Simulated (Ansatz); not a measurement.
# AlGaHO (quartet): from Hartree-Fock to the top rungs, cc-pVDZ

An exercise on one series of results from a longer session: the logs are not shown, and one member is left open.

Program: Ansatz 0.2.0, Gaussian basis. Level of theory: cc-pVDZ, core rule «outside noble gas», up to 20 orbitals frozen. These are calculated values, not measurements.

Plan: UHF; CCSD(T) on ROHF; CCSD(T) on UHF; BCCD(T) on ROHF; CISD as a restricted active space (open shells left free, so some higher excitations enter); CCSDT(Q) on ROHF; CCSDT(Q) on UHF.

28 further runs of the same task are left out: 1 for a known fault of the program, 15 that didn't finish, 12 set aside as unsound or not needed. Runs told in other sessions of the task aren't counted.

## The system

The geometry is a PBE0/def2-TZVP stationary point (not a proven minimum). No spin-orbit coupling is included. The filled d shell of Ga may be among the frozen orbitals whatever the setting's name suggests.

4 atoms, charge 0, spin multiplicity 4.

Atoms are counted from 1 here; the program's logs count them from 0.

Bond lengths: Ga1–Al2 2.517 Å, Al2–O3 1.752 Å, Al2–H4 1.586 Å. Angles: Ga1–Al2–O3 119.0°, Ga1–Al2–H4 123.6°, O3–Al2–H4 117.4°.

As a file:

```xyz
4
charge 0, multiplicity 4
Ga    0.0000   -0.0638    1.1177
Al    0.0000    0.5348   -1.3267
O     0.0000   -0.7516   -2.5157
H     0.0000    2.0267   -1.8643
```

Set-up of the first run:

Contents of in.yaml:

```yaml
crystal:
  periodic: [false, false, false]
  atoms:
    - {symbol: Ga, position_ang: [0.000000, -0.063778, 1.117653]}
    - {symbol: Al, position_ang: [0.000000, 0.534774, -1.326746]}
    - {symbol: O, position_ang: [0.000000, -0.751594, -2.515678]}
    - {symbol: H, position_ang: [0.000000, 2.026705, -1.864334]}
basis:
  gaussian: {orbitals: cc-pVDZ}
magnetization: {spin_polarized: true, initial_magnetization: 3}
hamiltonian: {xc: hf}
output: {orbitals: {seedname: orbitals}}
```

Launch:

```bash
$ ansatz run in.yaml --threads 1 --pin off --events-out ev --progress --plain --max-ram 2393MiB
```

Among the steps run: UHF; CCSD(T) on ROHF; CCSD(T) on UHF; BCCD(T) on ROHF; CISD as a restricted active space (open shells left free, so some higher excitations enter); CCSDT(Q) on ROHF; CCSDT(Q) on UHF.

One of the session's tables, all rows but one given; the rest of the session is left out.

```
   method  from UCCSDT(Q) (meV)
     ROHF               +7529.8
      UHF               +7319.3
     RMP2                     ?
     UMP2               +1195.7
    RCCSD                +239.3
    UCCSD                +224.0
 RCCSD(T)                 +65.7
 UCCSD(T)                 +56.2
  BCCD(T)                 +64.1
   RCCSDT                 +26.6
   UCCSDT                 +16.5
RCCSDT(Q)                 +11.7
UCCSDT(Q)                     0
```

Estimate the missing values for RMP2.

As computed: from UCCSDT(Q) (meV): +1206.5. In the column «from UCCSDT(Q) (meV)» it lies between UMP2 (+1195.7) and UHF (+7319.3).

Not comparable, so not listed: CISD as a restricted active space (open shells left free, so some higher excitations enter) (they don't share determinant, frozen orbitals or solution with the rows shown, or repeat one).

Caveats from the session: Restricted and unrestricted rows rest on different reference determinants; a gap between their highest levels can come from leftover correlation error, from unlike frozen cores or from another state.
